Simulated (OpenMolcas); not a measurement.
# C3H10Si (trimethylsilane) at 6 levels

We compute a comparison of 6 runs (HF/cc-pVDZ, B3LYP/6-31G*, BHLYP/cc-pVDZ, PBE/cc-pVDZ, PBE0/cc-pVDZ, TPSS/cc-pVDZ) of C3H10Si (trimethylsilane). 

Program for the calculation: OpenMolcas 26.06.

1 further run of the same task is left out (set aside as unsound or not needed).

**1. The system as given**

C3H10Si: 14 atoms, total charge 0, spin state singlet. SMILES: `C[SiH](C)C`. One bond was lengthened or shortened from a relaxed shape.

Bond lengths: C1–Si2 2.155 Å, Si2–C3 1.874 Å, Si2–C4 1.874 Å, C1–H5 1.093 Å, C1–H6 1.093 Å, C1–H7 1.094 Å, Si2–H8 1.494 Å, C3–H9 1.094 Å, C3–H10 1.093 Å, C3–H11 1.093 Å, C4–H12 1.093 Å, C4–H13 1.094 Å, C4–H14 1.093 Å. Some angles: C1–Si2–C3 110.3°, C1–Si2–C4 110.3°, C3–Si2–C4 110.3°, C1–Si2–H8 108.6°, C3–Si2–H8 108.6°, C4–Si2–H8 108.6°, Si2–C1–H5 111.2°, Si2–C1–H6 111.1°, Si2–C1–H7 110.9°, Si2–C3–H9 110.9°.

**2. A single-point energy at HF/cc-pVDZ (run 1)**

Contents of coord.xyz:

```xyz
14

C     -1.049487     1.247157    -1.246466
Si    -0.338800    -0.014600     0.348900
C      1.239400     0.684100     1.077800
C     -0.051300    -1.756700    -0.277600
H     -1.980787     0.861757    -1.668966
H     -1.238587     2.263257    -0.891166
H     -0.314287     1.305857    -2.053966
H     -1.379500    -0.059300     1.420400
H      2.029000     0.733500     0.322800
H      1.601800     0.063500     1.901200
H      1.081800     1.694100     1.464300
H     -0.968800    -2.184000    -0.689800
H      0.706900    -1.767300    -1.065700
H      0.291900    -2.413100     0.526000
```

Contents of mol.input:

```
>>> EXPORT MOLCAS_PRINT=2
&gateway
baslib = $CurrDir
coord = coord.xyz
basis = cc-pVDZ
group = NoSym
&seward
&scf
thresholds = 1e-10 1e-07 1e-07 1e-05
prorbitals = 1 1
```

The basis set cc-pVDZ is read from a file made from the Basis Set Exchange's data (not shown).

Run with:

```bash
$ export MOLCAS_MEM=1860
$ pymolcas mol.input > mol.log
```

The program printed:

```text
--- Start Module: gateway ---
[...]
--- Stop Module: gateway /rc=_RC_ALL_IS_WELL_ ---
--- Start Module: seward ---
[...]
      Basis functions          110
--- Stop Module: seward /rc=_RC_ALL_IS_WELL_ ---
[...]
--- Start Module: scf ---
[...]
       Convergence after  12 Iterations
[...]
::    Total SCF energy                               -408.3714556293
[...]
      Total spin, S                                     0.0000000000
[...]
      Total electronic charge=   42.000000
      Total            charge=   -0.000000
[...]
      Dipole Moment (debye):
      Origin of the operator (angstrom)=   -0.1079    0.0296    0.0495
                   X=  6.3233E-01               Y= -3.3730E-01               Z=  4.9996E-03           Total=  7.1669E-01
      Quadrupole Moment (debye*angstrom):
[...]
--- Stop Module: scf /rc=_RC_ALL_IS_WELL_ ---
[...]
```

Wall time 13 s (1 thread of Arm Neoverse V1, shared host); peak memory 0.65 GiB.

**3. A single-point energy at B3LYP/6-31G(d) (Cartesian functions) (run 2)**

Contents of calc.inp:

```
* C3H10Si Kohn-Sham DFT
>>> EXPORT MOLCAS_PRINT=2

&GATEWAY
 BasLib
 $CurrDir
 Coord
 14
 angstrom
 C       -1.049487       1.247157      -1.246466
 Si      -0.338800      -0.014600       0.348900
 C        1.239400       0.684100       1.077800
 C       -0.051300      -1.756700      -0.277600
 H       -1.980787       0.861757      -1.668966
 H       -1.238587       2.263257      -0.891166
 H       -0.314287       1.305857      -2.053966
 H       -1.379500      -0.059300       1.420400
 H        2.029000       0.733500       0.322800
 H        1.601800       0.063500       1.901200
 H        1.081800       1.694100       1.464300
 H       -0.968800      -2.184000      -0.689800
 H        0.706900      -1.767300      -1.065700
 H        0.291900      -2.413100       0.526000
 Basis
 6-31Gs
 Group
 NoSym

&SEWARD
 GridInput
 Grid=UltraFine
 End of Grid

&SCF
 KSDFT
 B3LYP
 Thresholds
 1e-10 1e-07 1e-07 1e-05
 PrOrbitals
 1 2
```

The basis set 6-31G* is read from a file made from the Basis Set Exchange's data (not shown).

Run with:

```bash
$ export MOLCAS_MEM=1860
$ pymolcas calc.inp > calc.log
```

The program printed:

```text
--- Start Module: gateway ---
[...]
--- Stop Module: gateway /rc=_RC_ALL_IS_WELL_ ---
--- Start Module: seward ---
[...]
      Basis functions           84
--- Stop Module: seward /rc=_RC_ALL_IS_WELL_ ---
[...]
--- Start Module: scf ---
[...]
       Convergence after  14 Iterations
[...]
::    Total KS-DFT energy                            -409.8495268497
[...]
      Total spin, S                                     0.0000000000
[...]
      Total electronic charge=   42.000000
      Total            charge=   -0.000000
[...]
      Dipole Moment (debye):
      Origin of the operator (angstrom)=   -0.1079    0.0296    0.0495
                   X=  6.5216E-01               Y= -2.9839E-01               Z= -8.3934E-02           Total=  7.2208E-01
      Quadrupole Moment (debye*angstrom):
[...]
--- Stop Module: scf /rc=_RC_ALL_IS_WELL_ ---
[...]
```

It took 40 s on 1 thread of Arm Neoverse V1, shared host; peak memory 0.46 GiB.

Runs 3 to 4 aren't shown in full; the table further down has their settings and results.

**4. The energy at PBE0/cc-pVDZ (run 5)**

Contents of job.inp:

```
* C3H10Si Kohn-Sham DFT
>>> EXPORT MOLCAS_PRINT=2
&GATEWAY
BasLib
$CurrDir
Coord
14
angstrom
C       -1.049487       1.247157      -1.246466
Si      -0.338800      -0.014600       0.348900
C        1.239400       0.684100       1.077800
C       -0.051300      -1.756700      -0.277600
H       -1.980787       0.861757      -1.668966
H       -1.238587       2.263257      -0.891166
H       -0.314287       1.305857      -2.053966
H       -1.379500      -0.059300       1.420400
H        2.029000       0.733500       0.322800
H        1.601800       0.063500       1.901200
H        1.081800       1.694100       1.464300
H       -0.968800      -2.184000      -0.689800
H        0.706900      -1.767300      -1.065700
H        0.291900      -2.413100       0.526000
Basis
cc-pVDZ
Group
NoSym
&SEWARD
GridInput
Grid=UltraFine
End of Grid
&SCF
KSDFT
PBE0
Thresholds
1e-10 1e-07 1e-07 1e-05
PrOrbitals
0
```

The basis set cc-pVDZ is read from a file made from the Basis Set Exchange's data (not shown).

Run with:

```bash
$ export MOLCAS_MEM=1860
$ pymolcas job.inp > job.log
```

The program printed:

```text
--- Start Module: gateway ---
[...]
--- Stop Module: gateway /rc=_RC_ALL_IS_WELL_ ---
--- Start Module: seward ---
[...]
      Basis functions          110
--- Stop Module: seward /rc=_RC_ALL_IS_WELL_ ---
[...]
--- Start Module: scf ---
[...]
       Convergence after  13 Iterations
[...]
::    Total KS-DFT energy                            -409.5630226083
[...]
      Total spin, S                                     0.0000000000
[...]
      Total electronic charge=   42.000000
      Total            charge=   -0.000000
[...]
      Dipole Moment (debye):
      Origin of the operator (angstrom)=   -0.1079    0.0296    0.0495
                   X=  6.7758E-01               Y= -3.3086E-01               Z= -4.9659E-02           Total=  7.5568E-01
      Quadrupole Moment (debye*angstrom):
[...]
--- Stop Module: scf /rc=_RC_ALL_IS_WELL_ ---
[...]
```

Run time: 66 s. Hardware: 1 thread of Arm Neoverse V1, shared host; peak memory 0.65 GiB.

**5. The energy at TPSS/cc-pVDZ (run 6)**

Contents of run.input:

```
&GATEWAY
 BasLib=$CurrDir
 Coord
 14
 bohr
 C     -1.98324300     2.35678516    -2.35547936
 Si    -0.64023921    -0.02759000     0.65932544
 C      2.34212656     1.29276164     2.03674682
 C     -0.09694295    -3.31968188    -0.52458797
 H     -3.74314494     1.62848472    -3.15388865
 H     -2.34059021     4.27693588    -1.68405967
 H     -0.59391635     2.46771209    -3.88143321
 H     -2.60687719    -0.11206076     2.68416699
 H      3.83425431     1.38611411     0.61000359
 H      3.02696331     0.11999761     3.59274731
 H      2.04430572     3.20138503     2.76712596
 H     -1.83076667    -4.12716186    -1.30353308
 H      1.33584740    -3.33971298    -2.01388113
 H      0.55161106    -4.56009811     0.99399594
 Basis=cc-pVDZ
 Group=NoSym

&SEWARD
 GridInput
 Grid=UltraFine
 End of Grid

&SCF
 KSDFT=2
 1.0 MGGA_X_TPSS
 1.0 MGGA_C_TPSS
 Thresholds=1e-10 1e-07 1e-07 1e-05
 PrOrbitals=1 2
```

The basis set cc-pVDZ is read from a file made from the Basis Set Exchange's data (not shown).

Run with:

```bash
$ export MOLCAS_MEM=1860
$ pymolcas run.input > run.log
```

The program printed:

```text
--- Start Module: gateway ---
[...]
--- Stop Module: gateway /rc=_RC_ALL_IS_WELL_ ---
--- Start Module: seward ---
[...]
      Basis functions          110
--- Stop Module: seward /rc=_RC_ALL_IS_WELL_ ---
[...]
--- Start Module: scf ---
[...]
       Convergence after  14 Iterations
[...]
::    Total KS-DFT energy                            -409.8881979008
[...]
      Total spin, S                                     0.0000000000
[...]
      Total electronic charge=   42.000000
      Total            charge=   -0.000000
[...]
      Dipole Moment (debye):
      Origin of the operator (angstrom)=   -0.1079    0.0296    0.0495
                   X=  6.6560E-01               Y= -3.2229E-01               Z= -5.3662E-02           Total=  7.4147E-01
      Quadrupole Moment (debye*angstrom):
[...]
--- Stop Module: scf /rc=_RC_ALL_IS_WELL_ ---
[...]
```

It took 1.7 min on 1 thread of Arm Neoverse V1, shared host; peak memory 0.65 GiB.

**6. The series**

```tsv
run	level	Cartesian functions	integration grid	energy (Eh)	dipole moment (D)	HOMO energy (eV)	LUMO energy (eV)	wall time
1	HF/cc-pVDZ	no	–	-408.371456	0.72	-10.71	4.60	13 s
2	B3LYP/6-31G* (Cartesian functions)	yes	UltraFine	-409.849527	0.72	-7.48	1.74	40 s
3	BHLYP/cc-pVDZ	no	UltraFine	-409.753832	0.72	-8.94	2.41	65 s
4	PBE/cc-pVDZ	no	UltraFine	-409.498740	0.77	-6.59	0.80	65 s
5	PBE0/cc-pVDZ	no	UltraFine	-409.563023	0.76	-7.83	1.69	66 s
6	TPSS/cc-pVDZ	no	UltraFine	-409.888198	0.74	-6.72	1.04	1.7 min
```

**7. Outcome**

| quantity | value |
| --- | --- |
| run 6: total energy | -409.88820 Eh |
| run 6: dipole moment | 0.74 D |
| run 6: HOMO energy | -6.72 eV |
| run 6: LUMO energy | 1.04 eV |
| run 6: HOMO–LUMO gap | 7.76 eV |

**Reading.** The dipole moment (its size) runs from 0.72 D (HF/cc-pVDZ) to 0.77 D (PBE/cc-pVDZ). The HOMO–LUMO gap runs from 7.40 eV (PBE/cc-pVDZ) to 15.31 eV (HF/cc-pVDZ). Exact exchange widens orbital gaps. Totals of different functionals can't be ranked against each other. All runs together took 5.9 min, the longest 1.7 min.
